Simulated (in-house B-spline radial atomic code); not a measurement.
# In⁺ in a hard spherical wall

Aim: energy and levels of In⁺ squeezed by an impenetrable sphere of shrinking radius. More than one configuration is followed.

The numbers are computed with in-house B-spline radial atomic code version 1 (non-relativistic Hartree-Fock, average of configuration, point nucleus, basis-set limit), except any that are marked as measured or tabulated.

### 1 What is computed

```
element       : indium (Z = 49)
charge        : +1
electrons     : 48
configuration : [Kr] 4d10 5s2
Hamiltonian   : non-relativistic
nucleus       : point
```

The outer shells:

[Kr] 4d10 5s2
```
[Kr] core
4d [↑↓][↑↓][↑↓][↑↓][↑↓]
5s [↑↓]
```

### 2 The free system

The run's settings:

```ini
Z = 49
electrons = 48.0
configuration = [Kr] 4d10 5s2
hamiltonian = nr
method = hf
spin_polarised = False
```

### 3 Wall at 7.22 bohr, configuration [Kr] 4d10 5s2

Settings: those of step 2 with these lines changed.

```diff
@@ -6 +6,2 @@
 spin_polarised = False
+wall_radius = 7.22
```

### 4 Wall at 4.47 bohr, configuration [Kr] 4d10 5s2

Settings: those of step 3 with these lines changed.

```diff
@@ -6,2 +6,2 @@
 spin_polarised = False
-wall_radius = 7.22
+wall_radius = 4.47
```

### 5 Wall at 2.64 bohr, configuration [Kr] 4d10 5s2

Settings: those of step 4 with these lines changed.

```diff
@@ -6,2 +6,2 @@
 spin_polarised = False
-wall_radius = 4.47
+wall_radius = 2.64
```

### 6 Wall at 1.54 bohr, configuration [Kr] 4d10 5s2

Settings: those of step 5 with these lines changed.

```diff
@@ -6,2 +6,2 @@
 spin_polarised = False
-wall_radius = 2.64
+wall_radius = 1.54
```

### 7 Wall at 7.22 bohr, configuration [Ar] 3d9 4s2 4p6 4d10 5s2 5f1

The run's settings:

```ini
Z = 49
electrons = 48.0
configuration = [Ar] 3d9 4s2 4p6 4d10 5s2 5f1
hamiltonian = nr
method = hf
spin_polarised = False
wall_radius = 7.22
```

### 8 Wall at 4.47 bohr, configuration [Ar] 3d9 4s2 4p6 4d10 5s2 5f1

Settings: those of step 7 with these lines changed.

```diff
@@ -6,2 +6,2 @@
 spin_polarised = False
-wall_radius = 7.22
+wall_radius = 4.47
```

### 9 Wall at 2.64 bohr, configuration [Ar] 3d9 4s2 4p6 4d10 5s2 5f1

Settings: those of step 8 with these lines changed.

```diff
@@ -6,2 +6,2 @@
 spin_polarised = False
-wall_radius = 4.47
+wall_radius = 2.64
```

### 10 Wall at 1.54 bohr, configuration [Ar] 3d9 4s2 4p6 4d10 5s2 5f1

Settings: those of step 9 with these lines changed.

```diff
@@ -6,2 +6,2 @@
 spin_polarised = False
-wall_radius = 2.64
+wall_radius = 1.54
```

### 11 Wall at 7.22 bohr, configuration [Ar] 3d9 4s2 4p6 4d10 4f1 5s2

The run's settings:

```ini
Z = 49
electrons = 48.0
configuration = [Ar] 3d9 4s2 4p6 4d10 4f1 5s2
hamiltonian = nr
method = hf
spin_polarised = False
wall_radius = 7.22
```

### 12 Wall at 4.47 bohr, configuration [Ar] 3d9 4s2 4p6 4d10 4f1 5s2

Settings: those of step 11 with these lines changed.

```diff
@@ -6,2 +6,2 @@
 spin_polarised = False
-wall_radius = 7.22
+wall_radius = 4.47
```

### 13 Wall at 2.64 bohr, configuration [Ar] 3d9 4s2 4p6 4d10 4f1 5s2

Settings: those of step 12 with these lines changed.

```diff
@@ -6,2 +6,2 @@
 spin_polarised = False
-wall_radius = 4.47
+wall_radius = 2.64
```

### 14 Wall at 1.54 bohr, configuration [Ar] 3d9 4s2 4p6 4d10 4f1 5s2

Settings: those of step 13 with these lines changed.

```diff
@@ -6,2 +6,2 @@
 spin_polarised = False
-wall_radius = 2.64
+wall_radius = 1.54
```

What do the energy and the highest level do as the wall closes in, and which configuration is lower at each radius?

As calculated:

| configuration | radius (bohr) | energy above the free system (eV) | pressure (GPa) | highest level (eV) |
| --- | --- | --- | --- | --- |
| [Kr] 4d10 5s2 | 7.22 | 0.0484 | 0.13 | -16.465 (5s) |
| [Kr] 4d10 5s2 | 4.47 | 3.246 | 20.7 | -14.349 (5s) |
| [Kr] 4d10 5s2 | 2.64 | 66.172 | 1625 | 13.375 (5s) |
| [Kr] 4d10 5s2 | 1.54 | 964.98 | 104757 | 247.24 (5s) |
| [Ar] 3d9 4s2 4p6 4d10 5s2 5f1 | 7.22 | 480.75 | 6.81 | 10.670 (5f) |
| [Ar] 3d9 4s2 4p6 4d10 5s2 5f1 | 4.47 | 503.86 | 77.3 | 31.659 (5f) |
| [Ar] 3d9 4s2 4p6 4d10 5s2 5f1 | 2.64 | 620.89 | 2393 | 99.130 (5f) |
| [Ar] 3d9 4s2 4p6 4d10 5s2 5f1 | 1.54 | 1678.56 | 116675 | 355.53 (5f) |
| [Ar] 3d9 4s2 4p6 4d10 4f1 5s2 | 7.22 | 470.18 | 2.68 | 0.200 (4f) |
| [Ar] 3d9 4s2 4p6 4d10 4f1 5s2 | 4.47 | 481.57 | 42.9 | 9.824 (4f) |
| [Ar] 3d9 4s2 4p6 4d10 4f1 5s2 | 2.64 | 557.34 | 1717 | 35.917 (4f) |
| [Ar] 3d9 4s2 4p6 4d10 4f1 5s2 | 1.54 | 1459.64 | 104897 | 241.55 (5s) |

**Reading.** For [Kr] 4d10 5s2 the energy above the free reference is 0.0484 eV at 7.22 bohr and 964.98 eV at 1.54 bohr, where the electrons press on it with 104757 GPa. Its highest level passes zero between 4.47 and 2.64 bohr; in smaller spheres the level is positive, pushed up by confinement, and the wall keeps the electron in. Of [Kr] 4d10 5s2 and [Ar] 3d9 4s2 4p6 4d10 5s2 5f1, the first stays lower at every radius that both share. At 1.54 bohr the lowest of all 3 is [Kr] 4d10 5s2. A hard wall is a crude model of an atom's surroundings.
